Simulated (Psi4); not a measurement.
# GeH2O2 (SMILES [OH][Ge][OH]) at 4 levels

We compute a comparison of 4 runs (B3LYP/def2-SVPD, M06-2X/def2-SVPD, PBE0/def2-SVPD, wB97X/def2-SVPD) of GeH2O2. 

The results are computed with Psi4 1.11.

**1. The structure to begin with**

GeH2O2 has 5 atoms, charge 0, and is taken as a singlet. As SMILES, `[OH][Ge][OH]`. One bond was lengthened or shortened from a relaxed shape.

Bond lengths: O1–Ge2 1.790 Å, Ge2–O3 1.790 Å, O1–H4 0.961 Å, O3–H5 1.105 Å. Angles: O1–Ge2–O3 102.4°, Ge2–O1–H4 118.8°, Ge2–O3–H5 118.8°.

**2. Energy and forces at B3LYP/def2-SVPD (run 1)**

run.py reads:

```python
import psi4

psi4.set_memory('1600 MB')
psi4.set_num_threads(1)
psi4.core.set_output_file('psi4.out', False)

geom = psi4.geometry("""
0 1
O     -2.55806934    -0.37378972    -0.51534721
Ge    -0.62185596    -1.87857863     1.81411818
O      2.39849331    -0.45467000     1.27535726
H     -1.80198992     0.85509918    -1.61913624
H      2.58212178     0.96980745    -0.24169597
units bohr
symmetry c1
no_reorient
no_com
""")

psi4.set_options({
    'basis': 'def2-SVPD',
    'reference': 'rks',
    'puream': True,
    'e_convergence': 1e-09,
    'd_convergence': 1e-08,
    'scf_type': 'pk',
    'dft_radial_points': 99,
    'dft_spherical_points': 590,
})

e, wfn = psi4.gradient('b3lyp', return_wfn=True)
psi4.oeprop(wfn, 'DIPOLE', 'QUADRUPOLE', 'MAYER_INDICES')
print('gradient / Eh bohr^-1')
print(e.np.round(6))
print(f'energy = {wfn.energy():.10f} Eh')
for k, v in sorted(psi4.core.scalar_variables().items()):
    print(f'{k:45s} {v:18.10f}')
```

Run with:

```bash
$ python run.py
```

psi4.out:

```text
[...]
  Running in c1 symmetry.
[...]
  Nuclear repulsion =  188.763799915602988
[...]
  Multiplicity = 1
[...]
  Nalpha       = 25
  Nbeta        = 25
[...]
    Number of basis functions: 100
[...]
   @RKS iter   1: -2227.07054073115614   -2.52709e+00   2.42342e-02 ADIIS/DIIS
[...]
   @RKS iter  12: -2228.37911866546347   -4.54747e-13   1.65704e-09 DIIS
[...]
  @RKS Final Energy: -2228.37911866546347
   => Energetics <=
    Nuclear Repulsion Energy =            188.7637999156029878
    One-Electron Energy =               -3478.9337744920844671
    Two-Electron Energy =                1139.8579046940815260
    DFT Exchange-Correlation Energy =     -78.0670487830633562
    Empirical Dispersion Energy =           0.0000000000000000
    VV10 Nonlocal Energy =                  0.0000000000000000
    Total Energy =                      -2228.3791186654630110
[...]
  -Total Gradient:
     Atom            X                  Y                   Z
    ------   -----------------  -----------------  -----------------
       1        0.007229025213    -0.001644135871     0.004331877624
       2        0.004109396575     0.010416200604    -0.010151907021
       3       -0.017678221202    -0.063574819012     0.064475140400
       4       -0.000638861547    -0.003884378350     0.004066569281
       5        0.007005932913     0.058723572177    -0.062752283916
[...]
 Multipole Moments:
 ------------------------------------------------------------------------------------
     Multipole            Electronic (a.u.)      Nuclear  (a.u.)        Total (a.u.)
 ------------------------------------------------------------------------------------
 L = 1.  Multiply by 2.5417464519 to convert [e a0] to [Debye]
 Dipole X            :         20.5381381          -20.3958671            0.1422710
 Dipole Y            :         65.3047773          -64.9172873            0.3874901
 Dipole Z            :        -62.6534397           62.2710299           -0.3824097
 Magnitude           :                                                    0.5626960
 L = 2.  Multiply by 1.3450342976 to convert [e a0^2] to [Debye ang]
 Quadrupole XX       :       -146.4018238          120.6609865          -25.7408372
 Quadrupole XY       :        -36.7797871           37.2711075            0.4913204
[...]
```

Standard output:

```text
gradient / Eh bohr^-1
[[ 0.007229 -0.001644  0.004332]
 [ 0.004109  0.010416 -0.010152]
 [-0.017678 -0.063575  0.064475]
 [-0.000639 -0.003884  0.004067]
 [ 0.007006  0.058724 -0.062752]]
energy = -2228.3791186655 Eh
CURRENT ENERGY                                  -2228.3791186655
CURRENT REFERENCE ENERGY                        -2228.3791186655
DD SOLVATION ENERGY                                 0.0000000000
DFT FUNCTIONAL TOTAL ENERGY                     -2228.3791186655
DFT TOTAL ENERGY                                -2228.3791186655
DFT VV10 ENERGY                                     0.0000000000
DFT XC ENERGY                                     -78.0670487831
GRID ELECTRONS ALPHA                               24.9999987434
GRID ELECTRONS BETA                                24.9999987434
GRID ELECTRONS TOTAL                               49.9999974868
NUCLEAR REPULSION ENERGY                          188.7637999156
ONE-ELECTRON ENERGY                             -3478.9337744921
PCM POLARIZATION ENERGY                             0.0000000000
PE ENERGY                                           0.0000000000
SCF ITERATION ENERGY                            -2228.3791186655
SCF ITERATIONS                                     12.0000000000
SCF TOTAL ENERGY                                -2228.3791186655
TWO-ELECTRON ENERGY                              1139.8579046941
XC GRID RADIAL POINTS                              99.0000000000
XC GRID SPHERICAL POINTS                          590.0000000000
XC GRID TOTAL POINTS                           281404.0000000000
```

Wall time 14 s (1 thread of Intel Xeon 6975P-C (Granite Rapids), shared host); peak memory 0.77 GiB.

**3. A single-point energy at M06-2X/def2-SVPD (run 2)**

job.in reads:

```
memory 1.6 GB

molecule molecule1 {
  0 1
  O
  Ge 1 R2
  O 2 R3 1 A3
  H 1 R4 2 A4 3 D4
  H 3 R5 2 A5 1 D5

  R2 = 1.789818
  R3 = 1.789862
  A3 = 102.36801
  R4 = 0.961324
  A4 = 118.76235
  D4 = 0.08568
  R5 = 1.1055
  A5 = 118.76472
  D5 = -0.08236
  symmetry c1
}

set {
  puream true
  e_convergence 1e-09
  d_convergence 1e-08
  scf_type pk
  dft_radial_points 99
  dft_spherical_points 590
}

e, wfn = energy('m06-2x/def2-SVPD', return_wfn=True)
oeprop(wfn, 'QUADRUPOLE', 'WIBERG_LOWDIN_INDICES', 'MAYER_INDICES', title='M06-2X')
print_variables()
```

Run with:

```bash
$ psi4 -i job.in -o job.out -n 1
```

job.out:

```text
[...]
  Running in c1 symmetry.
[...]
  Nuclear repulsion =  188.763806877462173
[...]
  Multiplicity = 1
[...]
  Nalpha       = 25
  Nbeta        = 25
[...]
    Number of basis functions: 100
[...]
   @RKS iter   1: -2227.13796900229909   -3.13525e+00   2.27589e-02 ADIIS/DIIS
[...]
   @RKS iter  12: -2228.27396277445359   -4.54747e-13   3.26958e-09 DIIS
[...]
    Orbital Energies [Eh]
    ---------------------
    Doubly Occupied:
       1A   -400.976428     2A    -50.520824     3A    -45.061479
       4A    -45.059925     5A    -45.058944     6A    -19.654233
       7A    -19.643337     8A     -6.518842     9A     -4.686132
      10A     -4.682118    11A     -4.677074    12A     -1.424225
      13A     -1.421079    14A     -1.420535    15A     -1.416119
      16A     -1.412092    17A     -1.098497    18A     -1.059629
      19A     -0.625831    20A     -0.563702    21A     -0.486415
      22A     -0.430391    23A     -0.404581    24A     -0.397632
      25A     -0.330145
[...]
  @RKS Final Energy: -2228.27396277445359
   => Energetics <=
    Nuclear Repulsion Energy =            188.7638068774621729
    One-Electron Energy =               -3479.5576574699125558
    Two-Electron Energy =                1108.3897583333271086
    DFT Exchange-Correlation Energy =     -45.8698705153300281
    Empirical Dispersion Energy =           0.0000000000000000
    VV10 Nonlocal Energy =                  0.0000000000000000
    Total Energy =                      -2228.2739627744531390
[...]
 Multipole Moments:
 ------------------------------------------------------------------------------------
     Multipole            Electronic (a.u.)      Nuclear  (a.u.)        Total (a.u.)
 ------------------------------------------------------------------------------------
 L = 1.  Multiply by 2.5417464519 to convert [e a0] to [Debye]
 Dipole X            :          0.0009766           -0.0026729           -0.0016963
 Dipole Y            :          4.7864041           -5.2918163           -0.5054122
 Dipole Z            :          3.8814467           -4.2895524           -0.4081057
 Magnitude           :                                                    0.6496112
 L = 2.  Multiply by 1.3450342976 to convert [e a0^2] to [Debye ang]
 Quadrupole XX       :        -20.9289415            0.0000122          -20.9289293
 Quadrupole XY       :         -0.0079054            0.0131107            0.0052053
[...]
```

It took 19 s on 1 thread of Intel Xeon 6975P-C (Granite Rapids), shared host; peak memory 0.77 GiB.

Run 3 isn't shown in full; the table further down has it.

**4. The energy at wB97X/def2-SVPD (run 4)**

input.in reads:

```
memory 1.6 GB

molecule geom {
  O
  Ge 1 1.789818
  O 2 1.789862 1 102.36801
  H 1 0.961324 2 118.76235 3 0.08568
  H 3 1.1055 2 118.76472 1 -0.08236
  units angstrom
  symmetry c1
  no_reorient
  no_com
}

set {
  basis                def2-SVPD
  puream               true
  e_convergence        1e-09
  d_convergence        1e-08
  scf_type             pk
  dft_radial_points    99
  dft_spherical_points 590
}

energy_value, wavefunction = energy("wb97x", return_wfn=True)
oeprop(wavefunction, "WIBERG_LOWDIN_INDICES", "QUADRUPOLE", "MAYER_INDICES", title="WB97X")
print_variables()
```

Run with:

```bash
$ psi4 input.in input.out -n 1
```

input.out:

```text
[...]
  Running in c1 symmetry.
[...]
  Nuclear repulsion =  188.763806877462201
[...]
  Multiplicity = 1
[...]
  Nalpha       = 25
  Nbeta        = 25
[...]
    Number of basis functions: 100
[...]
   @RKS iter   1: -2227.12040791335858   -2.98357e+00   2.35217e-02 ADIIS/DIIS
[...]
   @RKS iter  12: -2228.33251548965109   -2.77396e-11   6.69690e-09 DIIS
[...]
    Orbital Energies [Eh]
    ---------------------
    Doubly Occupied:
       1A   -398.537320     2A    -49.809228     3A    -44.346513
       4A    -44.344847     5A    -44.343593     6A    -19.226149
       7A    -19.215961     8A     -6.338815     9A     -4.519346
      10A     -4.515170    11A     -4.510158    12A     -1.350788
      13A     -1.348675    14A     -1.347158    15A     -1.343031
      16A     -1.339504    17A     -1.109561    18A     -1.069612
      19A     -0.672104    20A     -0.602056    21A     -0.521411
      22A     -0.465995    23A     -0.434317    24A     -0.429082
      25A     -0.379286
[...]
  @RKS Final Energy: -2228.33251548965109
   => Energetics <=
    Nuclear Repulsion Energy =            188.7638068774622013
    One-Electron Energy =               -3478.8349748157361319
    Two-Electron Energy =                1136.9283090111191541
    DFT Exchange-Correlation Energy =     -75.1896565624959550
    Empirical Dispersion Energy =           0.0000000000000000
    VV10 Nonlocal Energy =                  0.0000000000000000
    Total Energy =                      -2228.3325154896506319
[...]
 Multipole Moments:
 ------------------------------------------------------------------------------------
     Multipole            Electronic (a.u.)      Nuclear  (a.u.)        Total (a.u.)
 ------------------------------------------------------------------------------------
 L = 1.  Multiply by 2.5417464519 to convert [e a0] to [Debye]
 Dipole X            :          0.0009795           -0.0026729           -0.0016934
 Dipole Y            :          4.8172778           -5.2918163           -0.4745385
 Dipole Z            :          3.9082420           -4.2895524           -0.3813104
 Magnitude           :                                                    0.6087588
 L = 2.  Multiply by 1.3450342976 to convert [e a0^2] to [Debye ang]
 Quadrupole XX       :        -20.9458313            0.0000122          -20.9458191
 Quadrupole XY       :         -0.0079166            0.0131107            0.0051942
[...]
```

It took 12 s on 1 thread of Intel Xeon 6975P-C (Granite Rapids), shared host; peak memory 0.87 GiB.

**5. Overview of the runs**

| run | level | task | energy (Eh) | dipole moment (D) | HOMO energy (eV) | LUMO energy (eV) | wall time |
| --- | --- | --- | --- | --- | --- | --- | --- |
| 1 | B3LYP/def2-SVPD | gradient | -2228.379119 | 1.43 | -7.88 | -1.87 | 14 s |
| 2 | M06-2X/def2-SVPD | energy | -2228.273963 | 1.65 | -8.98 | -0.65 | 19 s |
| 3 | PBE0/def2-SVPD | gradient | -2227.905786 | 1.54 | -8.01 | -1.62 | 14 s |
| 4 | wB97X/def2-SVPD | energy | -2228.332515 | 1.55 | -10.32 | 0.45 | 12 s |

**6. Summary of results**

| quantity | value |
| --- | --- |
| run 4: total energy | -2228.33252 Eh |
| run 4: dipole moment | 1.55 D |
| run 4: HOMO energy | -10.32 eV |
| run 4: LUMO energy | 0.45 eV |
| run 4: HOMO–LUMO gap | 10.77 eV |

The dipole moment (its size) runs from 1.43 D (B3LYP/def2-SVPD) to 1.65 D (M06-2X/def2-SVPD). The HOMO–LUMO gap runs from 6.01 eV (B3LYP/def2-SVPD) to 10.77 eV (wB97X/def2-SVPD). Totals of different functionals can't be ranked against each other. All runs together took 59 s, the longest 19 s.
